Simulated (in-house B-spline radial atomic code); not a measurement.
**Ga⁴⁺: ionisation energy by several methods**

The task here is to estimate one member of a computed series from the others.

Program: in-house B-spline radial atomic code version 1. Level of theory: scalar-relativistic (X2C), several functionals, spin-polarised; spherical all-electron atom at the radial basis limit. These are calculated values, not measurements, unless marked.

## Starting point

```
element       : gallium (Z = 31)
charge        : +4
electrons     : 27
configuration : [Ar] 3d9
nucleus       : Fermi, rms radius 3.997 fm
```

Outer shells as boxes (Hund's rule):

[Ar] 3d9
```
[Ar] core
3d [↑↓][↑↓][↑↓][↑↓][↑ ]
```

Where spins are not typed, each open shell is filled with up spins first.

Set-up of the first run:

Settings, as recorded:

```ini
Z = 31
electrons = 27.0
configuration = [Ar] 3d9
hamiltonian = x2c
method = rpbe,pbe
spin_polarised = True
nucleus = fermi
rms_radius = 3.9973
mass_number = 69
atomic_mass = 68.925573528
speed_of_light = 137.035999084
```

Among the steps run: RPBE, a GGA; SCAN, a meta-GGA; BP86, a GGA; TPSS, a meta-GGA; OLYP, a GGA; exchange-only LDA; BLYP, a GGA; AM05, a GGA.

One table of the session follows, with a row left open; its other results are not shown here.

```
           method  ΔSCF (eV)
exchange-only LDA     85.546
             RPBE          ?
             BP86     87.350
             OLYP     87.593
             BLYP     87.213
             AM05     87.273
             SCAN     87.341
             TPSS     87.114
```

Estimate the missing values for RPBE.

As computed: ΔSCF (eV): 87.160. In the column «ΔSCF (eV)» it lies between TPSS (87.114) and BLYP (87.213).

Open shells are averaged (over orientations, and over spins where the run is restricted), while tables refer to the lowest levels. For the semilocal functionals minus the highest level recovers only 86 % of their own ΔSCF value, a mark of self-interaction.

Members of this set that are not shown: 2 did not converge; 11 used exact exchange with fractional occupations of an open shell, which is unsound here.
